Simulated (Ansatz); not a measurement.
C2H7GeNO, SMILES CO[CH]1[NH][GeH2]1: vertical spin-state energies, run with Ansatz 0.2.0, Python API.

The script reads `c2h7geno.xyz`:
```text
12

C    -1.40920    0.42870    1.05310
O    -0.22710    0.93530    0.54870
C     0.58630   -0.17270    0.33320
N     1.89830    0.19250   -0.31810
Ge    0.63520   -0.82090   -1.47600
H    -2.13690    1.35730    1.16810
H    -1.91360   -0.22690    0.32920
H    -1.29710    0.00810    2.03020
H     0.79260   -0.86420    1.23130
H     1.78080    1.17540   -0.61910
H     0.09590    0.13460   -2.54460
H     1.27170   -2.20240   -1.70200
```

`c2h7geno.py`
```python
import ansatz as az

system = az.Crystal.molecule_from_extxyz('c2h7geno.xyz')

calc = system.calculation().basis(gaussian='def2-SVP').functional('r2scan0')
found = {}
for unpaired in [0, 2]:
    data = calc.spin('collinear', total=unpaired).run(threads=1).report
    s = unpaired / 2
    found[unpaired] = data['free_energy_ev']
    print(f'2S+1 = {unpaired + 1}: E = {found[unpaired]:.5f} eV, <S^2> = {abs(data["mean_field"]["state"]["spin_squared"]):.3f} (pure state {s * (s + 1):.2f})')
lowest = min(found, key=found.get)
for unpaired, e in found.items():
    print(f'multiplicity {unpaired + 1}: {96.485332 * (e - found[lowest]):.1f} kJ/mol above the lowest')
```

Which spin state is lowest at this geometry, and how far above lie the others?

In order: multiplicity 1 (+0.00 eV) and multiplicity 3 (+3.33 eV), all at the one geometry.

What the script printed:

Running `python c2h7geno.py` prints:
```text
2S+1 = 1: E = -62224.71741 eV, <S^2> = 0.000 (pure state 0.00)
2S+1 = 3: E = -62221.38352 eV, <S^2> = 2.015 (pure state 2.00)
multiplicity 1: 0.0 kJ/mol above the lowest
multiplicity 3: 321.7 kJ/mol above the lowest
```

Caveats:
- Total energies depend on the basis set; only differences at equal settings carry meaning.
- The geometry is a force-field or estimated start, not a minimum of this method, and the basis set is short of its limit. All parts are taken at fixed geometry, without zero-point energy.
- The whole script took 19 s on 1 thread of Intel(R) Xeon(R) 6975P-C (Granite Rapids), on a shared host, peak memory 0.54 GiB.

(Lines on the test bed's own set-up are left out of the output.)
